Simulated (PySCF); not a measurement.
# Ir3 (Ir3): the cost of one run

The runs use PySCF 2.14.0; PBE0, Ir def2-SVP with ECP60; scalar-relativistic core potentials, no spin–orbit coupling.

5 further runs of the same task are left out: 2 for a known fault of the program, 2 that didn't finish, 1 set aside as unsound or not needed. Runs told in other sessions of the task aren't counted.

## Step 1: The starting structure

3 atoms, charge 0, spin multiplicity 4.

Bond lengths: Ir1–Ir2 2.316 Å, Ir2–Ir3 2.475 Å. Angles: Ir1–Ir2–Ir3 180.0°.

Coordinates:

```xyz
3
Ir3
Ir    0.0000    0.0000    2.3692
Ir    0.0000    0.0000    0.0527
Ir    0.0000    0.0000   -2.4219
```

An earlier session relaxed this geometry at PBE0, Ir def2-SVP with ECP60 (quartet, point group C∞v).

Its energy there is -312.852438 Eh.

## Step 2: Atoms moved at random, σ = 0.06 Å

Input file run.py (the lines that set the calculation):

```python
mol = gto.M(atom='''
Ir     0.02584    -0.06611     2.38124
Ir     0.09819     0.07780     0.06677
Ir    -0.12403    -0.01169    -2.44801''',
    basis={'Ir': 'def2-SVP'},
    ecp={'Ir': 'def2-SVP'},
    charge=0, spin=3)
mf = dft.UKS(mol, xc='PBE0')
mf.grids.atom_grid = (50, 194)
mf = mf.density_fit()  # fitting sets: Ir def2-universal-JKFIT
mf.conv_tol = 1e-08; mf.max_cycle = 55
mf.kernel(dm0)  # dm0: the density of the relaxed state
```

Command:

```console
$ OMP_NUM_THREADS=2 python run.py
```

**Question.** How long does this run take on 2 threads of Arm Neoverse V1, shared host?

About 5.9 s.
